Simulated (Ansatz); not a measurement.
**C2H5ISi: rigid scan of one bond length in Python**

A script is to give a rigid scan of one bond length; the system is C2H5ISi. SMILES: [SiH3]C=CI.

Program: Ansatz 0.2.0, driven from Python. Level of theory: B3LYP+D3(BJ)/def2-SVP. These are calculated values, not measurements.

## (1) The system

Bond lengths: Si1–C2 1.768 Å, C2–C3 1.309 Å, C3–I4 2.102 Å, Si1–H5 1.499 Å, Si1–H6 1.481 Å, Si1–H7 1.506 Å, C2–H8 1.049 Å, C3–H9 1.114 Å. Angles: Si1–C2–C3 124.7°, Si1–C2–H8 115.0°, C3–C2–H8 120.2°, C2–Si1–H5 112.7°, C2–Si1–H6 113.4°, C2–Si1–H7 110.4°, H5–Si1–H6 106.8°, H5–Si1–H7 106.0°, H6–Si1–H7 107.1°, C2–C3–I4 124.3°, C2–C3–H9 125.2°, I4–C3–H9 110.5°.

The script holds or builds the structure itself.

## (2) The script

c2h5isi_scan.py reads:

```python
import logging
import sys

import ansatz as az
import numpy as np

logging.basicConfig(stream=sys.stdout, format="%(name)s: %(message)s")
logger = logging.getLogger("run")
logger.setLevel(logging.INFO)

BASIS = "def2-SVP"
XC = "B3LYP"
VDW = "d3bj"

geometry_ang = [
    ("Si", [-0.9281, 0.5581, -0.7662]),
    ("C", [0.0108, -0.5742, 0.2139]),
    ("C", [1.1611, -0.2985, 0.7753]),
    ("I", [2.3003, -1.6772, 1.8797]),
    ("H", [-0.2788, 1.9049, -0.8749]),
    ("H", [-1.1636, 0.0835, -2.1496]),
    ("H", [-2.2783, 0.7975, -0.1441]),
    ("H", [-0.4037, -1.5332, 0.3036]),
    ("H", [1.6689, 0.6927, 0.7452]),
]
molecule = az.Crystal.molecule()
for symbol, xyz in geometry_ang:
    molecule = molecule.atom(symbol, xyz)

symbols = [site.symbol for site in molecule.cartesian_sites]
start = np.array([site.position_ang for site in molecule.cartesian_sites])
axis = (start[7] - start[1]) / np.linalg.norm(start[7] - start[1])
moving = [7]
lengths, energies = [0.923, 0.965, 1.007, 1.049, 1.091, 1.132, 1.174, 1.237], []
for length in lengths:
    xyz = start.copy()
    xyz[moving] += (length - np.linalg.norm(start[7] - start[1])) * axis
    point = az.Crystal.molecule()
    for symbol, place in zip(symbols, xyz):
        point = point.atom(symbol, place.tolist())
    model = (
        point.calculation()
        .basis(gaussian=BASIS)
        .functional(XC, dispersion=VDW)
    )
    report = model.run(threads=1).report
    energies.append(report["free_energy_ev"])
    logger.info(f"r = {length:6.3f} A  E = {energies[-1]:.5f} eV  <S^2> = {abs(report['mean_field']['state']['spin_squared']):.3f}")

fit = np.polynomial.Polynomial.fit(lengths, np.array(energies) - min(energies), 4).convert()
roots = [r.real for r in fit.deriv().roots() if abs(r.imag) < 1e-9 and fit.deriv(2)(r.real) > 0]
r_e = min(roots, key=lambda r: abs(r - lengths[int(np.argmin(energies))]))
logger.info(f"minimum of the fit at {r_e:.4f} A, force constant {fit.deriv(2)(r_e):.2f} eV/A^2")
```

## (3) The run

On the command line:

```
python c2h5isi_scan.py
```

**Question.** What results will this script give? Wanted: range of energy; lowest point, distance.

**Answer**, as computed:

```
                        quantity     value
bond length at the fit's minimum  1.0987 Å
                   runs compared         8
                 range of energy  0.738 eV
      lowest point, distance (Å)      1.09
```

What this shows: The lowest point, at 1.09, lies inside the range. The ends stand 0.738 and 0.244 eV above it. The distance scanned is the script's pair 1, 7. Notes:
- The rest of the molecule is held rigid at a force-field or estimated start geometry, and the basis set is modest; single-reference methods fail as a bond breaks.
- def2 sets replace the cores of elements past krypton by effective core potentials.
- b3lyp holds the VWN-RPA fit, as in Gaussian; the form of ORCA and Turbomole is b3lyp5.
- The orbitals are restricted, so S² is zero by construction.
